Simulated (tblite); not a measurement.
# H5O4PSi: the cost of one run

Computed with tblite 0.8.0 and PySCF 2.14.0; each step states its level. No surroundings beyond the atoms listed, unless a continuum is named. Atoms count from 0, parts from 1.

## Step 1: Starting point

11 atoms, charge 0, multiplicity 1; geometry: distance geometry start.

## Step 2: Relaxing the cluster with GFN2-xTB

The job: settings as JSON, then the geometry in Å.

```
{"job": {"kind": "relax", "xc": "GFN2-xTB", "basis": "xTB"}, "charge": 0, "multiplicity": 1}
O      0.178310    -2.883169    -1.132137
P     -0.680208    -1.550362    -0.451487
O     -0.714018    -0.258415    -1.613082
O     -2.311808    -2.017820    -0.094774
O      0.097509    -1.003411     0.998437
Si     1.654357    -0.213212     1.057298
H     -0.551692     0.690367    -1.412113
H     -2.616288    -2.932922    -0.038127
H      2.078405     0.128923    -0.247375
H      2.597724    -1.035154     1.688387
H      1.518803     0.990720     1.821660
```

Level: GFN2-xTB geometry optimisation, gas phase.

On the command line:

```bash
$ OMP_NUM_THREADS=1 python cluster_run.py task.json out
```

The driver reads the jobs from task.json and runs them one after another.

Q: Estimate the wall time of this first job on 1 thread of Arm Neoverse V2, shared host.

About 1.2 s.
